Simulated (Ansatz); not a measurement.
# H7NO6Si2: geometry and vibrations

The task is to find a stationary geometry of H7NO6Si2, check the end point by its vibrations and derive ideal-gas thermochemistry.

Computed with Ansatz 0.2.0, Gaussian basis. Level: RKS PBE0-D4/def2-TZVP.

Levels to be run: relaxation at PBE0-D4/def2-TZVP; harmonic vibrations at the same level.

3 further runs of the same task are left out: 2 that didn't finish, 1 set aside as unsound or not needed.

## Step 1: Where the work starts

SMILES `O[Si](O)(O)N[Si](O)(O)O`, 16 atoms, charge 0, spin multiplicity 1.

Atoms are counted from 1 here; the program's logs count them from 0.

Bond lengths: O1–Si2 1.623 Å, O1–H10 0.958 Å, Si2–O3 1.637 Å, Si2–O4 1.623 Å, Si2–N5 1.725 Å, O3–H11 0.954 Å, O4–H12 0.952 Å, N5–Si6 1.731 Å, N5–H13 1.003 Å, Si6–O7 1.622 Å, Si6–O8 1.623 Å, Si6–O9 1.634 Å, O7–H14 0.956 Å, O8–H15 0.951 Å, O9–H16 0.954 Å. Angles: Si2–O1–H10 115.2°, O1–Si2–O3 111.8°, O1–Si2–O4 109.1°, O1–Si2–N5 108.0°, O3–Si2–O4 106.6°, O3–Si2–N5 107.5°, O4–Si2–N5 113.8°, Si2–O3–H11 117.7°, Si2–O4–H12 117.5°, Si2–N5–Si6 115.1°, Si2–N5–H13 117.8°, Si6–N5–H13 118.4°, N5–Si6–O7 112.2°, N5–Si6–O8 111.9°, N5–Si6–O9 106.2°, O7–Si6–O8 109.6°, O7–Si6–O9 108.9°, O8–Si6–O9 107.8° and more.

Geometry (Å):

```xyz
16

O    -0.5577   -1.0643   -1.7903
Si    0.2664    0.2762   -1.3905
O     1.8492   -0.0408   -1.1159
O     0.2117    1.3232   -2.6293
N    -0.4011    0.8956    0.0750
Si   -0.3129   -0.1761    1.4310
O     1.2155   -0.5845    1.7901
O    -1.0328    0.4501    2.7439
O    -1.1352   -1.5224    1.0034
H    -0.8280   -1.6130   -1.0526
H     2.4445   -0.0018   -1.8602
H    -0.6305    1.4628   -3.0504
H    -0.3296    1.8820    0.2420
H     1.8032   -0.7100    1.0463
H    -0.4986    0.9643    3.3400
H    -2.0641   -1.5414    1.2177
```

The start is a GFN2-xTB geometry.

## Step 2: Optimising with PBE0-D4/def2-TZVP

in.yaml reads:

```yaml
crystal:
  periodic: [false, false, false]
  atoms:
    - {symbol: O, position_ang: [-0.557660, -1.064260, -1.790340]}
    - {symbol: Si, position_ang: [0.266410, 0.276160, -1.390510]}
    - {symbol: O, position_ang: [1.849190, -0.040810, -1.115930]}
    - {symbol: O, position_ang: [0.211670, 1.323220, -2.629320]}
    - {symbol: N, position_ang: [-0.401060, 0.895640, 0.074980]}
    - {symbol: Si, position_ang: [-0.312890, -0.176120, 1.431020]}
    - {symbol: O, position_ang: [1.215490, -0.584510, 1.790060]}
    - {symbol: O, position_ang: [-1.032750, 0.450130, 2.743870]}
    - {symbol: O, position_ang: [-1.135210, -1.522370, 1.003360]}
    - {symbol: H, position_ang: [-0.827960, -1.612960, -1.052620]}
    - {symbol: H, position_ang: [2.444490, -0.001760, -1.860180]}
    - {symbol: H, position_ang: [-0.630520, 1.462790, -3.050430]}
    - {symbol: H, position_ang: [-0.329630, 1.881980, 0.242020]}
    - {symbol: H, position_ang: [1.803200, -0.709980, 1.046310]}
    - {symbol: H, position_ang: [-0.498610, 0.964290, 3.339990]}
    - {symbol: H, position_ang: [-2.064140, -1.541450, 1.217720]}
basis:
  gaussian: {orbitals: def2-TZVP}
hamiltonian: {xc: pbe0, dispersion: d4}
relax: {f_tol: 0.005, max_steps: 150}
```

After this run come: Vibrations by finite differences.

Q: Predict the results of all the runs planned. Wanted: point group; shift from the start; total energy; dispersion term; dipole moment; lowest, highest wavenumber; zero-point energy.

**Answer**, as computed:

| quantity | value |
| --- | --- |
| point group | C1 |
| steps | 47 |
| shift from the start (rms) | 0.913 Å |
| total energy | -29638.3159 eV |
| dispersion term | -404 meV |
| dipole moment | 2.10 D |
| lowest, highest wavenumber | 34, 3933 cm⁻¹ |
| zero-point energy | 278.3 kJ/mol |
| entropy at 298.15 K | 464.1 J/(mol K) |

What this shows: The atoms moved 0.91 Å (rms) from the start; the bond that changed most is N5–Si6, from 1.731 to 1.700 Å. All wavenumbers are real, so the end point is a minimum. The stiffest mode, 3933 cm⁻¹, is an O–H stretch, and 5 modes under 200 cm⁻¹ make the vibrational entropy uncertain. Harmonic hybrid wavenumbers usually lie a few per cent above measured fundamentals. The largest Mulliken charge, +0.70 e, sits on Si2.
